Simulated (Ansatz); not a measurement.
Write a Python script for Ansatz 0.2.0 through its Python package that makes a ladder of methods at one geometry of C3H7BO, SMILES BC1COC1. Settings (for the species named): revPBE, cc-pVDZ basis, multiplicity 1. The script varies functional: revpbe, lc_wpbe, blyp, pbe, lda, pbe0.

Input file `c3h7bo.xyz`:
```text
12

B    -1.25330    0.35000    0.96170
C    -0.44510   -0.21100   -0.25840
C     0.75380   -0.97390    0.16390
O     1.73640   -0.03200   -0.41340
C     0.57980    0.73260   -0.86730
H    -1.35130    1.57670    1.13430
H    -1.91580   -0.32590    1.63310
H    -1.00060   -0.72710   -1.03280
H     0.94840   -1.01130    1.32100
H     0.87210   -1.96510   -0.29720
H     0.52610    0.77130   -1.93970
H     0.62650    1.76040   -0.37110
```

`c3h7bo_methods.py`:
```python
from pathlib import Path

import ansatz as az
import numpy as np

geometry = az.Crystal.molecule_from_extxyz("c3h7bo.xyz")

setup = geometry.calculation().basis(gaussian="cc-pVDZ")

print("functional    E (Ha)        dipole (D)   HOMO (eV)  LUMO (eV)")
for name in ["revpbe", "lc_wpbe", "blyp", "pbe", "lda", "pbe0"]:
    r = setup.functional(name).forces().orbitals().run(threads=1, backend="cpu", runs_dir="runs").report
    lines = Path(r["orbitals_path"]).read_text().splitlines()
    field_of = lambda key: [line.split("=")[1].strip() for line in lines if line.startswith(key)]
    orbitals = [(27.211386 * float(e), s, float(n)) for e, s, n in zip(field_of("Ene="), field_of("Spin="), field_of("Occup="))]
    homo = max(e for e, _, n in orbitals if n > 0.5)
    lumo = min(e for e, _, n in orbitals if n < 0.5)
    dipole = 4.803205 * np.linalg.norm(r["charge_distribution"]["dipole_moment_e_ang"])
    print(f"{name:10s} {r['free_energy_ev'] / 27.211386246:14.6f} {dipole:9.3f} {homo:11.3f} {lumo:10.3f}")
```

Running `python c3h7bo_methods.py` prints:
```text
functional    E (Ha)        dipole (D)   HOMO (eV)  LUMO (eV)
revpbe        -218.453585     1.554      -5.284     -2.570
lc_wpbe       -218.381827     1.828      -9.679      0.735
blyp          -218.412395     1.569      -5.187     -2.537
pbe           -218.229466     1.555      -5.313     -2.701
lda           -216.562861     1.573      -5.385     -2.995
pbe0          -218.260885     1.749      -6.946     -1.685
```

The settings weren't tested for convergence. The geometry is a force-field or estimated start, not a minimum of this method, and the basis set is short of its limit. A lower total doesn't mark the better method: functionals have no common bound, and MP2 and coupled cluster aren't variational. Levels such as HOMO and LUMO are orbital energies: with these approximate functionals they aren't the ionisation energy and electron affinity, and their gap isn't the fundamental gap. Wall time of the script: 13 s on 1 thread of Intel(R) Xeon(R) 6975P-C (Granite Rapids) (shared host), peak memory 0.27 GiB.
